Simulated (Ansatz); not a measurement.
**CH7AsOSi: one species, many methods**

The task here is to estimate one member of a computed series from the others.

Computed with Ansatz 0.2.0, Gaussian basis. Level: functionals in def2-TZVPP, the program's frozen cores in correlated methods.

The runs, in order: PBE-D4, r2SCAN-D4, PBE0-D4, B3LYP-D4, ωB97X-V, ωB97M-V, B2PLYP; CCSD(T)/def2-TZVPP; MP2/def2-QZVPP; extrapolation to the limit.

## The relaxed structure

An earlier PBE0-D4 in a triple-zeta def2 set relaxation fixed the geometry.

SMILES `O[SiH2]C[AsH2]`, 11 atoms, charge 0, spin multiplicity 1.

Atoms are counted from 1 here; the program's logs count them from 0.

Bond lengths: O1–Si2 1.652 Å, O1–H5 0.957 Å, Si2–C3 1.861 Å, Si2–H6 1.482 Å, Si2–H7 1.491 Å, C3–As4 1.982 Å, C3–H8 1.093 Å, C3–H9 1.093 Å, As4–H10 1.526 Å, As4–H11 1.527 Å. Angles: Si2–O1–H5 117.9°, O1–Si2–C3 114.1°, O1–Si2–H6 105.2°, O1–Si2–H7 110.4°, C3–Si2–H6 109.2°, C3–Si2–H7 107.7°, H6–Si2–H7 110.3°, Si2–C3–As4 111.8°, Si2–C3–H8 111.7°, Si2–C3–H9 112.2°, As4–C3–H8 106.9°, As4–C3–H9 106.6°, H8–C3–H9 107.3°, C3–As4–H10 95.8°, C3–As4–H11 95.9°, H10–As4–H11 91.5°.

The first run:

Contents of in.yaml:

```yaml
crystal:
  periodic: [false, false, false]
  atoms:
    - {symbol: O, position_ang: [-1.216947, 1.998068, 0.590804]}
    - {symbol: Si, position_ang: [-0.105100, 0.776856, 0.565036]}
    - {symbol: C, position_ang: [-0.435094, -0.522382, -0.725646]}
    - {symbol: As, position_ang: [0.864305, -2.014523, -0.618570]}
    - {symbol: H, position_ang: [-1.177903, 2.653700, -0.105916]}
    - {symbol: H, position_ang: [-0.176964, 0.157739, 1.909841]}
    - {symbol: H, position_ang: [1.260227, 1.323190, 0.320140]}
    - {symbol: H, position_ang: [-1.430420, -0.959665, -0.613529]}
    - {symbol: H, position_ang: [-0.367586, -0.122489, -1.740923]}
    - {symbol: H, position_ang: [0.750021, -2.212143, 0.890070]}
    - {symbol: H, position_ang: [2.100960, -1.135251, -0.450810]}
basis:
  gaussian: {orbitals: def2-TZVPP}
hamiltonian: {xc: pbe, dispersion: d4}
output: {forces: true, orbitals: {seedname: orbitals}}
```

On the command line:

```sh
ansatz run in.yaml --threads 4 --pin off --events-out ev --progress --plain --max-ram 10444MiB
```

Among the steps run: PBE-D4 (GGA); r2SCAN-D4 (meta-GGA); PBE0-D4 (hybrid); B3LYP-D4 (hybrid); ωB97X-V (range-separated); ωB97M-V (range-separated); B2PLYP (double hybrid); CCSD(T) in def2-TZVPP; MP2 in def2-QZVPP.

One table of the session follows, with a row left open; its other results are not shown here.

It belongs to the step «Atomisation energies». 

```
            method  atomisation energy (kJ/mol)
            PBE-D4                       3651.7
         r2SCAN-D4                       3633.1
           PBE0-D4                       3601.2
          B3LYP-D4                       3636.0
           ωB97X-V                            ?
           ωB97M-V                       3639.2
            B2PLYP                       3588.2
     HF/def2-TZVPP                       2609.4
    MP2/def2-TZVPP                       3558.9
   CCSD/def2-TZVPP                       3500.2
CCSD(T)/def2-TZVPP                       3547.5
           MP2/CBS                       3655.0
       CCSD(T)/CBS                       3643.5
```

Q: Estimate the row for ωB97X-V from the others.

The run gave: atomisation energy (kJ/mol): 3659.7. In the column «atomisation energy (kJ/mol)» it is the highest.
